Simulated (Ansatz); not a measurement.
The system is TaV.

```xyz
2
Lattice="1.6067 -2.3078 0.0000 1.6067 2.3078 0.0000 0.0000 0.0000 4.3414" Properties=species:S:1:pos:R:3 pbc="T T T"
Ta    0.0000    0.0000    0.0000
V     1.6067    0.0000    2.1707
```

The cell comes from a database or a generator and needn't be the stable form of this composition.

Alike in all runs: program Ansatz 0.2.0; functional PBE; potentials or basis Ansatz PAW; cutoff 420 eV (not typed: the program's choice for these potentials); k mesh 8 × 8 × 5; occupations fermi-dirac, width 0.05 eV.

Starts and where they ended:

| start | free energy over the lowest (meV/atom) | net moment (μB) | site or absolute moments (μB) | gap |
| --- | --- | --- | --- | --- |
| collinear spin, ferromagnetic start of up to 3 μB; fixed moment 3 | 464.3 | 3.00 | Ta +0.39; V +1.87 | - |
| collinear spin, ferromagnetic start of up to 2.5 μB; fixed moment 2.5 | 291.7 | 2.50 | Ta +0.29; V +1.60 | - |
| collinear spin, program default start; fixed moment 0 | 0.0 | 0.00 | - | - |
| collinear spin, ferromagnetic start of up to 2 μB; fixed moment 2 | 155.3 | 2.00 | Ta +0.22; V +1.29 | - |
| collinear spin, ferromagnetic start of up to 1.5 μB; fixed moment 1.5 | 68.8 | 1.50 | Ta +0.14; V +0.99 | - |
| collinear spin, ferromagnetic start of up to 0.5 μB; fixed moment 0.5 | 0.7 | 0.50 | Ta +0.01; V +0.39 | - |
| collinear spin, ferromagnetic start of up to 1 μB; fixed moment 1 | 20.0 | 1.00 | Ta +0.06; V +0.72 | - |
| collinear spin, ferromagnetic start of up to 4 μB; fixed moment 4 | 890.3 | 4.00 | Ta +0.64; V +2.33 | - |

All polarised runs hold their moment fixed, so the table maps the energy against it. A still lower state may exist.

Caveats: the total moment is fixed, so each spin has its own Fermi level.
